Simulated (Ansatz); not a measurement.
CH7ClOSi2, SMILES C[SiH](O)[SiH2]Cl, energies of removing a hydrogen

Computed with Ansatz 0.2.0 through its Python package.

`ch7closi2.xyz`
```text
12

C    -0.62750    1.25550    0.86860
Si    0.50830   -0.10650    0.62610
O     2.01010    0.43360    0.22550
Si   -0.26970   -1.49310   -1.03790
Cl   -0.32460   -0.50320   -2.84080
H    -0.33350    1.98860    1.64820
H    -0.74980    1.89400   -0.05470
H    -1.63240    0.95690    1.12900
H     0.61210   -0.84830    1.94000
H     2.13990    0.95830   -0.54980
H    -1.76550   -1.87590   -0.72680
H     0.50940   -2.71510   -1.19340
```

Run as a notebook:

**Cell 1**
```python
import ansatz as az
```

**Cell 2**
```python
def energy_of(molecule, charge=0, unpaired=0):
    calc = molecule.calculation().basis(gaussian="def2-TZVP").functional("hf").accuracy("medium")
    if charge:
        calc = calc.charge(charge)
    if unpaired:
        calc = calc.spin("collinear", total=unpaired)
    report = calc.run(threads=1, backend="cpu").report
    if report["published_state_doubts"]:
        print("  doubts:", report["published_state_doubts"])
    return report["free_energy_ev"]
```

**Cell 3**
```python
def without(molecule, index):
    rest = az.Crystal.molecule()
    for i, site in enumerate(molecule.cartesian_sites):
        if i != index:
            rest = rest.atom(site.symbol, site.position_ang)
    return rest
```

**Cell 4**
```python
geometry = az.Crystal.molecule_from_extxyz("ch7closi2.xyz")
```

**Cell 5**
```python
whole = energy_of(geometry, 0)
hydrogen = energy_of(az.Crystal.molecule().atom("H", (0, 0, 0)), 0, 1)
print(f"E(molecule) = {whole:.5f} eV, E(H) = {hydrogen:.5f} eV")
for index in [7, 8, 9]:
    radical = energy_of(without(geometry, index), 0, 1)
    print(f"H{index}: homolysis {23.060548 * (radical + hydrogen - whole):.1f} kcal/mol")
```
Output:
```text
E(molecule) = -31411.59688 eV, E(H) = -13.60052 eV
H7: homolysis 87.9 kcal/mol
H8: homolysis 76.2 kcal/mol
H9: homolysis 88.8 kcal/mol
```

What to keep in mind:
- The settings weren't tested for convergence.
- The geometry is a force-field or estimated start, not a minimum of this method, and the basis set is short of its limit. All parts are taken at fixed geometry, without zero-point energy.
- Hartree-Fock leaves correlation out, so bond, atomisation and ionisation energies come out well too low.
- Timing: 2.7 min on 1 thread of Arm Neoverse V1 (shared host), peak memory 1 GiB.
